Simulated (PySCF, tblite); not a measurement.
**C₇H₁₆OSi: geometry, infrared bands and NMR shifts**

Wanted: the infrared bands and NMR shifts of C₇H₁₆OSi (`CCO/C=C(\[SiH3])C(C)C`), by calculation.

Programs: tblite 0.8.0 and PySCF 2.14.0, with density-fitted response routines of our own. Each step states its level of theory. These are calculated values for one molecule in the gas phase, unless marked as measured. Atoms count from 0, in the outputs and in this text.

**1. The starting structure**

25 atoms, charge 0, multiplicity 1; geometry from: force field or distance geometry start.

Bonds of the start (Å): C0–C1 1.54, C1–O2 1.39, O2–C3 1.39, C3–C4 1.33, C4–Si5 1.82, C4–C6 1.50, C6–C7 1.49, C6–C8 1.50, C0–H9 1.13, C0–H10 1.10, C0–H11 1.11, C1–H12 1.13, C1–H13 1.09, C3–H14 1.09, Si5–H15 1.48, Si5–H16 1.49, Si5–H17 1.46, C6–H18 1.10, C7–H19 1.10, C7–H20 1.10, C7–H21 1.12, C8–H22 1.12, C8–H23 1.13, C8–H24 1.11.

**2. Optimising the geometry with GFN2-xTB**

Job settings and geometry (Å):

```
{"job": {"kind": "relax", "xc": "GFN2-xTB", "basis": "xTB"}, "charge": 0, "multiplicity": 1}
C      3.712300     1.402000     0.579700
C      2.203400     1.229200     0.830700
O      1.485300     1.235200    -0.356400
C      0.099600     1.101400    -0.399600
C     -0.525400    -0.060800    -0.201200
Si     0.316100    -1.646700     0.110900
C     -2.025600    -0.073500    -0.271900
C     -2.530600    -0.867300    -1.431000
C     -2.481700    -0.571700     1.071600
H      4.031700     2.421100     0.935800
H      4.312100     0.642400     1.101800
H      3.923600     1.392700    -0.506700
H      2.056700     0.214000     1.304800
H      1.884900     2.048600     1.477900
H     -0.477200     2.010600    -0.577100
H      0.692300    -1.812000     1.534100
H      1.596200    -1.609200    -0.645600
H     -0.423300    -2.805700    -0.394100
H     -2.351900     0.970200    -0.371600
H     -3.600200    -0.680800    -1.633200
H     -2.277600    -1.928800    -1.300500
H     -1.973600    -0.481400    -2.325800
H     -1.763700    -0.169600     1.833200
H     -2.395300    -1.694900     1.052700
H     -3.498800    -0.241000     1.369600
```

Launch:

```
OMP_NUM_THREADS=1 python probes_run.py task.json out
```

This one command runs all jobs of the session in turn.

**Question.** This job is followed by: GFN2-xTB harmonic vibrations, gas phase; GIAO PBE0/pcSseg-1 NMR shielding, non-relativistic, gas phase. What will the session give for the following? strongest single infrared mode (GFN2-xTB); zero-point energy (GFN2-xTB); 13C shifts against TMS (PBE0/pcSseg-1, means over atoms taken as alike); 1H shifts against TMS (PBE0/pcSseg-1, means over atoms taken as alike); 17O shifts against H2O (PBE0/pcSseg-1); 29Si shifts against TMS (PBE0/pcSseg-1); surface potential, 1st and 99th percentile.

As calculated:

```
                                                               quantity                                     value
                              strongest single infrared mode (GFN2-xTB)                     2243 cm⁻¹, 419 km/mol
                                           zero-point energy (GFN2-xTB)                            130.5 kcal/mol
13C shifts against TMS (PBE0/pcSseg-1, means over atoms taken as alike)  159.9, 121.1, 69.7, 36.6, 26.0, 17.7 ppm
 1H shifts against TMS (PBE0/pcSseg-1, means over atoms taken as alike)    6.81, 4.11, 3.92, 2.21, 1.41, 1.10 ppm
                                 17O shifts against H2O (PBE0/pcSseg-1)                                 132.4 ppm
                                29Si shifts against TMS (PBE0/pcSseg-1)                                 -92.8 ppm
                                  surface potential, 1st and 99th percentile                        -0.93 V and 0.92 V
```

**Reading.** The optimisation took 201 steps and gained 0.820 eV; among the close pairs (by a distance rule), C4–Si5 changed most, from 1.822 to 1.883 Å. All 69 modes are real, so the xTB geometry is a minimum. Unscaled tight-binding wavenumbers are off by several per cent, some by more. Its intensities can rank the bands wrongly. C3 (alkene carbon bearing oxygen) lies farthest downfield among carbon, at 159.9 ppm; an sp2 carbon further deshielded by the attached heteroatom. The most deshielded hydrogen is H14 (hydrogen on an alkene carbon bearing oxygen), at 6.81 ppm: olefinic region. At PBE0/pcSseg-1: The widest tensor belongs to C4: span 180 ppm, with a paramagnetic part of -200 ppm.
